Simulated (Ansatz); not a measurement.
## PtS2 under changes of volume

One of the cells (18.261 Å³/atom); the others are scaled copies at fixed shape and fractional positions:

```xyz
3
Lattice="3.5432 0.0000 0.0000 -1.7716 3.0685 0.0000 0.0000 0.0000 5.0388" Properties=species:S:1:pos:R:3 pbc="T T T"
Pt    0.0000    0.0000    0.0000
S     1.7716    1.0228    3.8950
S     0.0000    2.0457    1.1438
```

- Program: Ansatz 0.2.0
- Functional: PBE
- Potentials or basis: all-electron LAPW, scalar-relativistic
- Cutoff: 299 eV (chosen from the basis error)
- Basis error allowed: 0.001 eV/atom
- k mesh: 9 × 9 × 5
- Occupations: fermi-dirac, width 0.05 eV
- Spin: no spin polarisation

| volume (Å³/atom) | energy over the lowest point (meV/atom) | pressure (GPa) | gap on the mesh (eV) | largest force (eV/Å) |
| --- | --- | --- | --- | --- |
| 17.165 | 166.68 | 24.2 | 1.09 | 2.317 |
| 17.531 | 117.02 | 19.5 | 1.07 | 1.934 |
| 17.896 | 77.39 | 15.3 | 1.05 | 1.582 |
| 18.261 | ? | ? | ? | ? |
| 18.626 | 24.15 | 8.3 | 1.00 | 0.957 |
| 18.992 | 8.82 | 5.3 | 0.98 | 0.681 |
| 19.357 | 0.00 | 2.5 | 0.96 | 0.426 |

Task: What does the run at 18.261 Å³/atom give?

Result: Energy over the lowest point 46.72 meV/atom; pressure 11.6 GPa; gap on the mesh 1.03 eV; largest force 1.256 eV/Å.

Worked out: A Birch-Murnaghan fit of order 3 (a polynomial in V^(-2/3)) to the other rows has its minimum at 19.73 Å³/atom, just outside them, with B0 = V·E''(V) = 126 GPa and B' = 4.6 at fixed shape and positions, which overstates the stiffness. It gives 46.76 meV/atom at 18.261 Å³/atom, against the run's 46.72, and -dE/dV = 11.6 GPa, against 11.6. A straight line through the other rows of the gap, of slope -1.11 eV per unit of ln V, gives 1.02 eV, against the run's 1.03.

Energies are extrapolated to zero smearing.

Caveats: spin-orbit coupling is left out, which moves the levels of the heavy elements; an odd mesh through Γ misses points on the zone boundary, where band edges often lie; forces of over 1 eV/Å show positions far from the minimum, so gaps and moduli don't describe the material at rest (some runs).
